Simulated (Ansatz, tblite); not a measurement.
# The cluster Ga₆: one state, many levels

The task here is to estimate one member of a computed series from the others.

The runs use Ansatz 0.2.0, Gaussian basis; as each input shows.

The runs, in order: GFN1-xTB, PBE-D4/def2-TZVP, r2SCAN-D4/def2-TZVP, BHLYP-D4/def2-TZVP, BLYP-D4/def2-TZVP, PBE-D4/def2-SVP, PBE0-D4/def2-SVP, HF/STO-3G, HF/6-31G, B3LYP-D4/6-31G, PBE0-D4/def2-TZVPD, PBE-D4/def2-TZVPD, BHLYP-D4/def2-TZVPD, MP2/def2-TZVP, RPA/def2-TZVP.

7 further runs of the same task are left out: 5 that didn't finish, 2 set aside as unsound or not needed. Runs told in other sessions of the task aren't counted.

**The structure**

The geometry is that of the singlet, from an earlier relaxation (r2SCAN-D4/def2-SVP). At that level it is the lowest of the isomers that a small search found.

6 atoms, charge 0, spin multiplicity 1.

Bond lengths: Ga1–Ga3 2.525 Å, Ga1–Ga6 2.510 Å, Ga2–Ga3 2.510 Å, Ga2–Ga5 2.510 Å, Ga2–Ga6 2.583 Å, Ga4–Ga5 2.525 Å, Ga4–Ga6 2.511 Å. Angles: Ga3–Ga1–Ga6 90.7°, Ga3–Ga2–Ga5 75.7°, Ga3–Ga2–Ga6 89.4°, Ga5–Ga2–Ga6 89.4°, Ga1–Ga3–Ga2 90.6°, Ga5–Ga4–Ga6 90.7°, Ga2–Ga5–Ga4 90.6°, Ga1–Ga6–Ga2 89.3°, Ga1–Ga6–Ga4 75.8°, Ga2–Ga6–Ga4 89.3°.

PBE0-D4/def2-TZVP was run before; its log isn't repeated, and its numbers join the tables.

Set-up of the first run:

Tight binding, by tblite at 300 K electronic temperature and without a spin-polarisation term:

```python
tblite.interface.Calculator('GFN1-xTB', numbers, positions, charge=0, uhf=0).singlepoint()
```

start.molden holds the orbitals of an earlier run on this state, given as this run's starting guess.

The input, in.yaml:

```yaml
crystal:
  periodic: [false, false, false]
  atoms:
    - {symbol: Ga, position_ang: [1.280905, -0.702040, 1.506996]}
    - {symbol: Ga, position_ang: [0.039799, 1.578712, -0.956542]}
    - {symbol: Ga, position_ang: [-0.090036, 1.417468, 1.544804]}
    - {symbol: Ga, position_ang: [-0.651423, -1.912122, -0.570299]}
    - {symbol: Ga, position_ang: [-2.019915, 0.209083, -0.529057]}
    - {symbol: Ga, position_ang: [1.440670, -0.591101, -0.995903]}
basis:
  gaussian: {orbitals: def2-TZVP, initial_orbitals: start.molden}
hamiltonian: {xc: pbe, dispersion: d4}
scf: {omitted_lower_state_checks: [starts]}
output: {orbitals: {seedname: orbitals}}
```

On the command line:

```bash
ansatz run in.yaml --threads 4 --pin off --events-out ev --progress --plain --max-ram 4787MiB
```

Among the steps run: PBE-D4/def2-TZVP; r2SCAN-D4/def2-TZVP; BHLYP-D4/def2-TZVP; BLYP-D4/def2-TZVP; PBE-D4/def2-SVP; PBE0-D4/def2-SVP; HF/STO-3G; HF/6-31G; B3LYP-D4/6-31G; PBE0-D4/def2-TZVPD; PBE-D4/def2-TZVPD; BHLYP-D4/def2-TZVPD; MP2/def2-TZVP; RPA/def2-TZVP.

One of the session's tables, all rows but one given; the rest of the session is left out.

It belongs to the step «Binding energy». 

| level | binding an atom (eV) |
| --- | --- |
| HF/6-31G | 0.524 |
| HF/def2-TZVP | 0.599 |
| PBE-D4/def2-SVP | 1.927 |
| PBE-D4/def2-TZVP | 1.931 |
| PBE-D4/def2-TZVPD | 1.933 |
| BLYP-D4/def2-TZVP | 1.706 |
| r2SCAN-D4/def2-TZVP | 1.889 |
| B3LYP-D4/6-31G | 1.681 |
| PBE0-D4/def2-SVP | 1.797 |
| PBE0-D4/def2-TZVP | 1.804 |
| PBE0-D4/def2-TZVPD | 1.807 |
| BHLYP-D4/def2-TZVP | 1.531 |
| BHLYP-D4/def2-TZVPD | 1.532 |
| RPA/def2-TZVP | ? |
| MP2/def2-TZVP | 2.107 |

**Question.** Estimate the row for RPA/def2-TZVP.

As computed: binding an atom (eV): 1.630. In the column «binding an atom (eV)» it lies between BHLYP-D4/def2-TZVPD (1.532) and B3LYP-D4/6-31G (1.681).

To keep in mind: Free atoms were run apart at each level; binding is atoms less cluster, divided by the number of atoms, without zero-point or spin-orbit terms.
